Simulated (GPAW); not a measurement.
A run of GPAW 26.7.0 is set up as follows.

run.py

```python
from ase import Atoms
from ase.dft.bandgap import bandgap
from ase.io import write
from ase.units import GPa
from gpaw import GPAW, PW

atoms = Atoms(['Pt', 'Rh', 'Rh', 'Rh'],
              cell=[[-1.9191582, 1.9191582, 3.84464319],
                    [1.9191582, -1.9191582, 3.84464319],
                    [1.9191582, 1.9191582, -3.84464319]],
              scaled_positions=[[0.0, 0.0, 0.0],
                                [0.5, 0.5, 0.0],
                                [0.25, 0.75, 0.5],
                                [0.75, 0.25, 0.5]],
              pbc=True)

calc = GPAW(mode=PW(600),
            xc='LDA',
            kpts={'size': (7, 7, 7), 'gamma': True},
            occupations={'name': 'fermi-dirac', 'width': 0.05},
            nbands=53,
            convergence={'density': 1e-05, 'energy': 1e-05},
            maxiter=150,
            txt='gpaw.txt')
atoms.calc = calc
energy = atoms.get_potential_energy()
forces = atoms.get_forces()
stress = atoms.get_stress()
calc.write('gs.gpw')
write('result.traj', atoms)
print(f'Energy: {energy:.6f} eV')
print('Forces (eV/A):')
print(forces.round(4))
print('Stress (GPa):', (stress / GPa).round(3))
print('Fermi level:', round(calc.get_fermi_level(), 4), 'eV')
print(f'Gap: {bandgap(calc)[0]:.4f} eV, direct: {bandgap(calc, direct=True)[0]:.4f} eV')

path = atoms.cell.bandpath('GXYSGZS1NPY1Z,XP', npoints=60, eps=1e-4)
bs_calc = calc.fixed_density(kpts=path, symmetry='off', nbands=72,
                             convergence={'bands': 'CBM+6.0', 'eigenstates': 1e-6}, txt='bands.txt')
bs = bs_calc.band_structure()
bs.write('bs.json')
print(f'Gap on the path: {bandgap(bs_calc)[0]:.4f} eV')
```

Potentials or basis: the program's PAW data sets (release 1.2.1) made for this functional, pw.

Run with:

```sh
$ OMP_NUM_THREADS=1 python run.py
```

What does it give for the pressure?

-10.7 GPa.

What does it give for the band gap along the path?

None (metal or under the smearing width).

Levels at the corners of the path, in eV from the Fermi level:
```csv
point,band 28,band 29,band 30,band 31,band 32,band 33
Γ,-1.06,0.42,0.73,0.84,0.84,0.96
X,-1.09,0.25,0.35,0.41,0.44,0.47
Y,-1.19,-0.94,-0.73,0.34,0.35,0.76
S,-1.47,-0.94,-0.85,-0.82,-0.11,0.84
Γ,-1.06,0.42,0.73,0.84,0.84,0.96
Z,-0.24,0.35,0.47,0.72,0.83,0.83
S1,-1.47,-0.94,-0.85,-0.82,-0.11,0.84
N,-1.38,-1.33,-1.27,-0.15,0.04,0.45
P,-2.03,-0.25,-0.25,-0.25,-0.11,1.98
Y1,-1.19,-0.94,-0.73,0.34,0.35,0.76
Z,-0.24,0.35,0.47,0.72,0.83,0.83
X,-1.09,0.25,0.35,0.41,0.44,0.47
P,-2.03,-0.25,-0.25,-0.25,-0.11,1.98
```

Caveat: spin-orbit coupling is left out, which moves the levels of the heavy elements.
